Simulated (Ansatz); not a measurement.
# Mg12Cu: the cost of one run

Method: DFT PBE+D3(BJ), plane waves, PAW, scalar-relativistic, no spin polarisation, in Ansatz 0.2.0.

### Step 1. The structure to begin with

The cell holds 13 atoms (CuMg12): a = 6.420 Å, b = 9.630 Å, c = 5.213 Å, α = 90.00°, β = 90.00°, γ = 120.00°.

As a file:

```
Mg Cu
1.0
     6.42000    0.00000    0.00000
    -4.81500    8.33982    0.00000
     0.00000    0.00000    5.21304
Mg Cu
12 1
Direct
  0.00000 0.00000 0.00000
  0.16667 0.22222 0.50000
  0.00000 0.33333 0.00000
  0.16667 0.55556 0.50000
  0.00000 0.66667 0.00000
  0.16667 0.88889 0.50000
  0.50000 0.00000 0.00000
  0.66667 0.22222 0.50000
  0.50000 0.33333 0.00000
  0.66667 0.55556 0.50000
  0.50000 0.66667 0.00000
  0.66667 0.88889 0.50000
  0.00573 0.33628 0.62904
```

### Step 2. End point A

The input, input.yaml:

```yaml
crystal:
  lattice:
    - [6.42, 0.0, 0.0]
    - [-4.815, 8.339825, 0.0]
    - [0.0, 0.0, 5.21304]
  atoms:
    - { symbol: Mg, position: [0.0, 0.0, 0.0] }
    - { symbol: Mg, position: [0.1666667, 0.2222222, 0.5] }
    - { symbol: Mg, position: [0.0, 0.3333333, 0.0] }
    - { symbol: Mg, position: [0.1666667, 0.5555556, 0.5] }
    - { symbol: Mg, position: [0.0, 0.6666667, 0.0] }
    - { symbol: Mg, position: [0.1666667, 0.8888889, 0.5] }
    - { symbol: Mg, position: [0.5, 0.0, 0.0] }
    - { symbol: Mg, position: [0.6666667, 0.2222222, 0.5] }
    - { symbol: Mg, position: [0.5, 0.3333333, 0.0] }
    - { symbol: Mg, position: [0.6666667, 0.5555556, 0.5] }
    - { symbol: Mg, position: [0.5, 0.6666667, 0.0] }
    - { symbol: Mg, position: [0.6666667, 0.8888889, 0.5] }
    - { symbol: Cu, position: [0.0057316, 0.3362754, 0.6290369] }
basis:
  ecutwfc: 420.0
kpoints:
  mp_grid: { grid: [3, 2, 3] }
hamiltonian:
  xc: pbe
  dispersion: d3bj
scf:
  occupations: { method: fermi_dirac, width: 0.05 }
  lower_state_search: "off"
relax:
  f_tol: 0.03
  max_steps: 60
  adjacent_minimum: "off"
output:
  write_density: true
  write_potential: true
  elf: true
  volumetric_format: npy
```

Started as:

```bash
$ ansatz run input.yaml --threads 2 --pin off --max-ram 5120MiB --backend cpu --events-out ev --progress --plain --runs-dir out
```

**Question.** How long does this run take on 2 threads of Arm Neoverse V2, shared host, and how much memory does it need?

About 2.7 min, with a peak of 0.76 GiB.
